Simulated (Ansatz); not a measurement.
**GaCN (triplet): wave-function methods side by side, cc-pVDZ**

An exercise on one series of results from a longer session: the logs are not shown, and one member is left open.

The runs use Ansatz 0.2.0, Gaussian basis; cc-pVDZ, core rule «outside noble gas», up to 16 orbitals frozen.

The runs, in order: UHF; CCSD(T) on ROHF; CCSD(T) on UHF; BCCD(T) on ROHF; CISD; CCSDT(Q) on ROHF; CCSDT(Q) on UHF.

8 further runs of the same task are left out: 5 for a known fault of the program, 3 set aside as unsound or not needed.

### The system

The geometry is a PBE0/def2-TZVP stationary point (not a proven minimum) of the parent state, kept for this charge and spin. No spin-orbit coupling is included. The filled d shell of Ga may be among the frozen orbitals whatever the setting's name suggests; the logs give the count.

3 atoms, charge 0, spin multiplicity 3.

Atoms are counted from 1 here; the program's logs count them from 0.

Bond lengths: Ga1–C2 2.079 Å, C2–N3 1.157 Å. Angles: Ga1–C2–N3 180.0°.

The first run:

File in.yaml:

```yaml
crystal:
  periodic: [false, false, false]
  atoms:
    - {symbol: Ga, position_ang: [0.000000, 0.000000, 1.771733]}
    - {symbol: C, position_ang: [0.000000, 0.000000, -0.307167]}
    - {symbol: N, position_ang: [0.000000, 0.000000, -1.464567]}
basis:
  gaussian: {orbitals: cc-pVDZ}
magnetization: {spin_polarized: true, initial_magnetization: 2}
hamiltonian: {xc: hf}
output: {orbitals: {seedname: orbitals}}
```

The run is started by

```sh
$ ansatz run in.yaml --threads 1 --pin off --events-out ev --progress --plain --max-ram 3968MiB --backend cpu
```

Among the steps run: UHF; CCSD(T) on ROHF; CCSD(T) on UHF; BCCD(T) on ROHF; CISD; CCSDT(Q) on ROHF; CCSDT(Q) on UHF.

One of the session's tables, all rows but one given; the rest of the session is left out.

| method | from RCCSDT(Q) (meV) |
| --- | --- |
| ROHF | +8909.7 |
| UHF | +8858.7 |
| RMP2 | +765.1 |
| UMP2 | +748.7 |
| RCCSD | +463.6 |
| UCCSD | +445.2 |
| RCCSD(T) | +64.6 |
| UCCSD(T) | +48.9 |
| BCCD(T) | +63.0 |
| RCCSDT | ? |
| UCCSDT | +32.9 |
| RCCSDT(Q) | 0 |
| UCCSDT(Q) | -17.3 |

Q: Estimate the row for RCCSDT from the others.

The run gave: from RCCSDT(Q) (meV): +48.5. In the column «from RCCSDT(Q) (meV)» it lies between UCCSDT (+32.9) and UCCSD(T) (+48.9).

Not comparable, so not listed: CISD (they don't share determinant, frozen orbitals or solution with the rows shown, or repeat one).

Caveats from the session: Restricted and unrestricted rows rest on different reference determinants; where their highest levels disagree by more than a few hundredths of an eV, they describe different states and don't form one ladder.
